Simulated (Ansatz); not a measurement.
Geometry optimisation, DFT PBE-D3(BJ), scalar-relativistic, plane waves, PAW in Ansatz 0.2.0.

input.yaml

```yaml
crystal:
  lattice:
    - [5.52, 0.0, 0.0]
    - [-4.14, 7.17069, 0.0]
    - [0.0, 0.0, 4.4574]
  atoms:
    - { symbol: Re, position: [0.0, 0.0, 0.0] }
    - { symbol: Re, position: [0.1666667, 0.2222222, 0.5] }
    - { symbol: Re, position: [0.0, 0.3333333, 0.0] }
    - { symbol: Re, position: [0.1666667, 0.5555556, 0.5] }
    - { symbol: Re, position: [0.0, 0.6666667, 0.0] }
    - { symbol: Re, position: [0.1666667, 0.8888889, 0.5] }
    - { symbol: Re, position: [0.5, 0.0, 0.0] }
    - { symbol: Re, position: [0.6666667, 0.2222222, 0.5] }
    - { symbol: Re, position: [0.5, 0.3333333, 0.0] }
    - { symbol: Re, position: [0.6666667, 0.5555556, 0.5] }
    - { symbol: Re, position: [0.5, 0.6666667, 0.0] }
    - { symbol: Re, position: [0.6666667, 0.8888889, 0.5] }
    - { symbol: Cu, position: [0.8286551, 0.1033508, 0.7537644] }
basis:
  ecutwfc: 420.0
kpoints:
  mp_grid: { grid: [4, 3, 4] }
hamiltonian:
  xc: pbe
  dispersion: d3bj
scf:
  occupations: { method: fermi_dirac, width: 0.1 }
  lower_state_search: "off"
relax:
  f_tol: 0.03
  max_steps: 60
  adjacent_minimum: "off"
```

Run as:

```bash
$ ansatz run input.yaml --threads 4 --pin off --max-ram 10240MiB --backend cpu --events-out ev --progress --plain --runs-dir out
```

Task: Where does it end, and by what steps?

Result: It converged. Limits of this set-up: coarse k mesh. After 17 steps the energy has fallen by 11.954 eV; Re2 moved furthest, 0.84 Å. The start is strongly strained (largest force component 14 eV/Å), so its close contacts needn't be bonds. Parted: Re2–Re12 (2.76 → 3.78 Å).

```tsv
step	energy less start (eV)	largest force component (eV/Å)	accepted
0	0.0000	14.305	yes
1	-9.7447	3.442	yes
2	-10.9117	0.650	yes
3	-10.9769	0.158	yes
4	-10.9813	0.056	yes
5	-10.9822	0.043	yes
6	-10.9851	0.223	yes
7	-11.0069	0.435	yes
8	-11.1268	1.037	yes
9	-11.2163	0.854	yes
10	-11.5241	0.658	yes
11	-11.6725	0.834	yes
12	-11.8062	0.784	yes
13	-11.9237	0.366	yes
14	-11.9454	0.231	yes
15	-11.9525	0.129	yes
16	-11.9538	0.044	yes
17	-11.9540	0.007	yes
```

```xyz
13
Lattice="5.5200 0.0000 0.0000 -4.1400 7.1707 0.0000 0.0000 0.0000 4.4574" Properties=species:S:1:pos:R:3
Re -0.012 -0.327 0.539
Re 0.177 2.171 1.652
Re -1.650 2.496 -0.048
Re -1.568 3.997 2.300
Re -2.816 4.761 0.086
Re -2.807 6.589 2.526
Re 2.776 -0.114 0.142
Re 2.795 1.606 2.027
Re 1.370 2.142 -0.398
Re 1.377 4.152 2.353
Re -0.039 4.613 0.082
Re -0.286 6.107 2.306
Cu 4.830 0.791 3.166
```

The run took 3.3 min on 4 threads of Arm Neoverse V2, with other jobs on the host, peak memory 0.98 GiB.
